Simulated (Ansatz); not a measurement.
# LaYO: the cost of one run

Method: DFT PBE, scalar-relativistic, plane waves, PAW, in Ansatz 0.2.0.

## Step 1: Starting point

Symmetry: P4mm, No. 99, tetragonal system. The conventional cell has a = 3.346 Å, b = 3.346 Å, c = 5.833 Å, α = 90.00°, β = 90.00°, γ = 90.00°. La (site symmetry 4mm) is surrounded by 4 O at 2.45 Å and 1 Y at 2.75 Å. Around Y (site symmetry 4mm) lie 2 La at 2.75 to 3.08 Å. Around O (site symmetry 4mm) lie 4 La at 2.45 Å.

Coordinates:

```cif
data_structure
_symmetry_space_group_name_H-M 'P4mm'
_symmetry_Int_Tables_number 99
_cell_length_a 3.3463
_cell_length_b 3.3463
_cell_length_c 5.8334
_cell_angle_alpha 90.000
_cell_angle_beta 90.000
_cell_angle_gamma 90.000
_cell_volume 65.32
loop_
_atom_site_label
_atom_site_type_symbol
_atom_site_symmetry_multiplicity
_atom_site_Wyckoff_symbol
_atom_site_fract_x
_atom_site_fract_y
_atom_site_fract_z
_atom_site_occupancy
La1 La 1 a 0.00000 0.00000 0.49120 1
Y1 Y 1 a 0.00000 0.00000 0.96246 1
O1 O 1 b 0.50000 0.50000 0.38138 1
```

The cell is invented: random cell by space group and Wyckoff sites (P4mm, No. 99). The dimensions are guesses.

## Step 2: The guess as it stands, on a coarse mesh

File input.yaml:

```yaml
crystal:
  lattice:
    - [3.34629615, 0.0, 0.0]
    - [0.0, 3.34629615, 0.0]
    - [0.0, 0.0, 5.83339611]
  atoms:
    - { symbol: La, position: [0.0, 0.0, 0.49120473] }
    - { symbol: "Y", position: [0.0, 0.0, 0.96246051] }
    - { symbol: O, position: [0.5, 0.5, 0.38138302] }
basis:
  ecutwfc: 420
kpoints:
  mp_grid: { grid: [6, 6, 4] }
hamiltonian:
  xc: pbe
scf:
  occupations: { method: gaussian, width: 0.1 }
  lower_state_search: "off"
output:
  forces: true
  stress: true
  eigenvalues: true
```

Run with:

```console
ansatz run input.yaml --threads 1 --pin off --max-ram 2560MiB --backend cpu --events-out ev --progress --plain --runs-dir out
```

Q: Estimate wall time and peak memory on 1 thread of Intel Xeon Platinum 8559C (Emerald Rapids), shared host.

About 2.4 s, with a peak of 0.43 GiB.
